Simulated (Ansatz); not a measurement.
# WS2 (Tungstenite): properties at the relaxed cell

One table from this session's results is given with a row withheld; the runs are named, their logs left out.

The COD entry's cell or inner coordinates are ideal or old and differ from later refinements, so a difference from it is no clean test against experiment.

Computed with Ansatz 0.2.0 (DFT PBE+D3(BJ), scalar-relativistic, plane waves, PAW, unless a step's input says otherwise).

1 further run of the same task is left out (set aside as unsound or not needed).

**The system as given**

The structure is hexagonal, space group P6_3/mmc (No. 194). Conventional cell: a = 3.154 Å, b = 3.154 Å, c = 12.143 Å, α = 90.00°, β = 90.00°, γ = 120.00°. W (site symmetry -6m2) has 6 S at 2.41 Å as nearest neighbours. S (site symmetry 3m) has 3 W at 2.41 Å as nearest neighbours.

Coordinates:

```
W S
1.0
     3.15379    0.00000    0.00000
    -1.57689    2.73126    0.00000
     0.00000    0.00000   12.14329
W S
2 4
Direct
  0.33333 0.66667 0.25000
  0.66667 0.33333 0.75000
  0.33333 0.66667 0.62031
  0.66667 0.33333 0.12031
  0.33333 0.66667 0.87969
  0.66667 0.33333 0.37969
```

It is the result of an earlier relaxation at this level (volume 17.43 Å³/atom; gap on the mesh: 0.89 eV).

The first run:

File input.yaml:

```yaml
crystal:
  lattice:
    - [3.1537892984, 0.0, 0.0]
    - [-1.5768946492, 2.7312616506, 0.0]
    - [0.0, 0.0, 12.1432922937]
  atoms:
    - { symbol: W, position: [0.3333333333, 0.6666666667, 0.25] }
    - { symbol: W, position: [0.6666666667, 0.3333333333, 0.75] }
    - { symbol: S, position: [0.3333333333, 0.6666666667, 0.6203061927] }
    - { symbol: S, position: [0.6666666667, 0.3333333333, 0.1203061927] }
    - { symbol: S, position: [0.3333333333, 0.6666666667, 0.8796938073] }
    - { symbol: S, position: [0.6666666667, 0.3333333333, 0.3796938073] }
basis:
  ecutwfc: 420
kpoints:
  mp_grid: { grid: [12, 12, 4] }
  band_path:
    path:
      - [[0.0, 0.0, 0.0], [0.5, 0.0, 0.0], [0.33333333, 0.33333333, 0.0], [0.0, 0.0, 0.0], [0.0, 0.0, 0.5], [0.5, 0.0, 0.5], [0.33333333, 0.33333333, 0.5], [0.0, 0.0, 0.5]]
      - [[0.5, 0.0, 0.5], [0.5, 0.0, 0.0]]
      - [[0.33333333, 0.33333333, 0.5], [0.33333333, 0.33333333, 0.0]]
    npoints: 14
hamiltonian:
  xc: pbe
  dispersion: d3bj
scf:
  occupations: { method: gaussian, width: 0.02 }
  n_extra_bands: 15
output:
  forces: true
  stress: true
  eigenvalues: true
  populations: true
  dos: { projected: true, de: 0.02, nscf_kmesh: { grid: [18, 18, 6] } }
  bader: true
  write_density: true
  write_potential: true
  elf: true
  volumetric_format: npy
```

The run is started by

```bash
$ ansatz run input.yaml --threads 4 --pin off --max-ram 10240MiB --backend cpu --events-out ev --progress --plain --runs-dir out
```

Steps of the session up to this table: Electronic structure at the relaxed geometry; The cell under PBEsol; The cell under LDA; Relaxing with PBE.

One of the session's tables, all rows but one given; the rest of the session is left out.

It belongs to the step «One structure, several functionals». 

```
functional  a (Å)  b (Å)   c (Å)  volume (Å³/atom)  gap on the mesh (eV)
PBE+D3(BJ)  3.154  3.154  12.143             17.43                  0.89
    PBEsol      ?      ?       ?                 ?                     ?
       LDA  3.127  3.127  12.150             17.15                  0.84
       PBE  3.188  3.188  14.814             21.73                  1.62
```

**Question.** Estimate the row for PBEsol.

As computed: a (Å): 3.146; b (Å): 3.146; c (Å): 12.690; volume (Å³/atom): 18.13; gap on the mesh (eV): 1.10. In the column «a (Å)» it lies between LDA (3.127) and PBE+D3(BJ) (3.154).
